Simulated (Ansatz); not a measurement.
## Bi, space group I4/mcm: a comparison of norm-conserving and PAW potentials, step by step

With Ansatz 0.2.0 through its Python package.

Run as a notebook:

```python
import ansatz as az
import numpy as np


def count_gap(report):
    # lowest empty less highest filled band, counting bands; zero where they overlap
    return max(report.get('gap_by_band_count_ev') or 0.0, 0.0)

structure = (
    az.Lattice.from_parameters(8.899496, 8.899496, 4.131264, alpha=90, beta=90, gamma=90)
    .space_group(140, hermann_mauguin='I4/mcm')
    .atom('Bi', (0.8543445, 0.3543445, 0.0))
    .primitive()
)
```

```python
structure.resolved().sites[-1]
```

    Site(symbol='Bi', position=(0.1456555, 0.35434449999999984, 0.49999999999999983), moment=None, axis=None, held=None, saved=None)

```python
model = (
    structure.calculation()
    .functional(az.Functional.PBESOL)
    .kpoints(mesh=(7, 7, 7), center='gamma')
    .occupations('cold', width=0.05)
    .scf(tolerance=1e-09)
    .stress()
    .forces()
    .band_table()
)
variants = {
    'PAW': model.pseudopotentials('paw'),
    'norm-conserving': model.pseudopotentials('nc'),
}
# totals differ by the cores that each treatment holds, so compare what does not depend on them
rows = []
for label, variant in variants.items():
    report = variant.run(threads=1, backend='cpu').report
    levels = np.array(report['eigenvalues_ev'][0]) - report['fermi_energy_ev']
    print(label, 'levels at the first k-point near E_F:', np.round(levels[np.abs(levels) < 5], 3))
    rows.append((label, report['n_electrons'], np.trace(report['stress_gpa']) / 3, float(np.abs(report['forces_ev_ang']).max()), count_gap(report)))
lines = [','.join(['treatment', 'electrons in bands', 'P GPa', 'max force component eV/A', 'gap by band count eV'])] + [','.join(f'{v:.4f}' if isinstance(v, float) else str(v) for v in row) for row in rows]
print('\n'.join(lines))
with open('nc_paw.csv', 'w') as handle:
    handle.write('\n'.join(lines) + '\n')
```

    DeckWarning: basis.ecutwfc = 420 eV, auto-derived from the records' recommended cutoffs: set by Bi (normal level)
    DeckWarning: output.stress: scf.convergence.dr2_threshold = 1e-9 eV is looser than the 4e-10 eV advised for a printed stress (1e-10 eV for each atom of the cell: 4). What an SCF threshold leaves in a [...]
    PAW levels at the first k-point near E_F: [-4.361 -1.748 -1.248 -1.248 -0.572 -0.412 -0.03  -0.03   2.979  2.979
      3.154  3.674]
    DeckWarning: basis.ecutwfc = 897.975746 eV, auto-derived from the records' recommended cutoffs: set by Bi (normal level)
    norm-conserving levels at the first k-point near E_F: [-4.355 -1.745 -1.25  -1.25  -0.569 -0.419 -0.028 -0.028  2.982  2.982
      3.158  3.669]
    treatment,electrons in bands,P GPa,max force component eV/A,gap by band count eV
    PAW,60.0000,-1.7588,0.0884,0.0000
    norm-conserving,60.0000,-1.8155,0.0886,0.0000

PAW gives -1.759 GPa and norm-conserving -1.815 GPa, 0.06 GPa apart. They took 26.2 and 75.4 s of processor time.

Reading the output:
- The computed bands are complete only to about 2.9 eV above the Fermi level.
- A gap by band count of zero or less means overlapping bands, a metal.
- This isn't the structure that Bi takes at ambient conditions.
- Gaps and levels are Kohn-Sham values on a finite set of k-points, without spin-orbit coupling.
- Warnings are shown shortened and without file and line.
- Stress is positive in compression.
- Run time: 100 s on 1 thread of Arm Neoverse N1, with other jobs on the host, peak memory 0.95 GiB.
